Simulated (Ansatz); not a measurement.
Set up this calculation in Ansatz 0.2.0, as the native input.

```yaml
Task: single point
Functional: PBE
Potentials_or_basis: Ansatz PAW
Cutoff: "420 eV (not typed: the program's choice for these potentials)"
k_mesh: 4 × 4 × 1
Occupations: fermi-dirac, width 0.05 eV
Spin: no spin polarisation
Boundary_along_the_surface_normal: dipole_correction
Miller: "[1, 0, 0]"
Adsorbate: NO
Bulk_formula: Pb
```

Pb12NO, a slab with vacuum:

```
CELL_PARAMETERS angstrom
6.98565 0.00000 0.00000
0.00000 6.98565 0.00000
0.00000 0.00000 24.09960
ATOMIC_POSITIONS crystal
Pb 0.25000 0.25000 0.33196
Pb 0.25000 0.75000 0.33196
Pb 0.75000 0.25000 0.33196
Pb 0.75000 0.75000 0.33196
Pb 0.50000 0.50000 0.43444
Pb 0.50000 0.00000 0.43444
Pb 0.00000 0.50000 0.43444
Pb 0.00000 0.00000 0.43444
Pb 0.75000 0.75000 0.53692
Pb 0.75000 0.25000 0.53692
Pb 0.25000 0.75000 0.53692
Pb 0.25000 0.25000 0.53692
N 0.50000 0.00000 0.62157
O 0.50000 0.00000 0.57344
```

The cell isn't the ideal one: NO (inverted) over a hollow site of the (1 0 0) slab of Pb, cut from the database cell, not relaxed.

These files were run (other wordings do the same):

input.yaml

```yaml
crystal:
  lattice:
    - [6.9856493127, 0.0, 0.0]
    - [0.0, 6.9856493127, 0.0]
    - [0.0, 0.0, 24.0996]
  atoms:
    - { symbol: Pb, position: [0.25, 0.25, 0.3319557171] }
    - { symbol: Pb, position: [0.25, 0.75, 0.3319557171] }
    - { symbol: Pb, position: [0.75, 0.25, 0.3319557171] }
    - { symbol: Pb, position: [0.75, 0.75, 0.3319557171] }
    - { symbol: Pb, position: [0.5, 0.5, 0.4344387459] }
    - { symbol: Pb, position: [0.5, 0.0, 0.4344387459] }
    - { symbol: Pb, position: [0.0, 0.5, 0.4344387459] }
    - { symbol: Pb, position: [0.0, 0.0, 0.4344387459] }
    - { symbol: Pb, position: [0.75, 0.75, 0.5369217746] }
    - { symbol: Pb, position: [0.75, 0.25, 0.5369217746] }
    - { symbol: Pb, position: [0.25, 0.75, 0.5369217746] }
    - { symbol: Pb, position: [0.25, 0.25, 0.5369217746] }
    - { symbol: "N", position: [0.5, 1.0, 0.6215704825] }
    - { symbol: O, position: [0.5, 1.0, 0.5734369035] }
hamiltonian:
  xc: pbe
  pseudopotentials: { kind: paw }
kpoints:
  mp_grid: { grid: [4, 4, 1] }
scf:
  occupations: { method: fermi_dirac, width: 0.05 }
output:
  forces: true
  eigenvalues: true
efield:
  axis: 3
  dipole_correction: true
  ramp_width: 0.04
```

Potentials or basis: Ansatz PAW.

The run is started by

```bash
$ ansatz run input.yaml --threads 4 --pin off --max-ram 11264MiB --backend cpu --events-out ev --progress --plain --runs-dir out
```

It gave:

The largest force is 4.618 eV/Å, the band gap on the k mesh is none (metal or under the smearing width) and the work function of the upper face is 4.41 eV. The work function of the lower face is 3.66 eV and the dipole across the slab is -0.203 e·Å.

Caveat: an odd number of electrons without spin polarisation forces a metal; a magnetic or distorted state may lie lower.

It took 18 s on 4 threads of Arm Neoverse V1, on a shared host, peak memory 2.5 GiB.
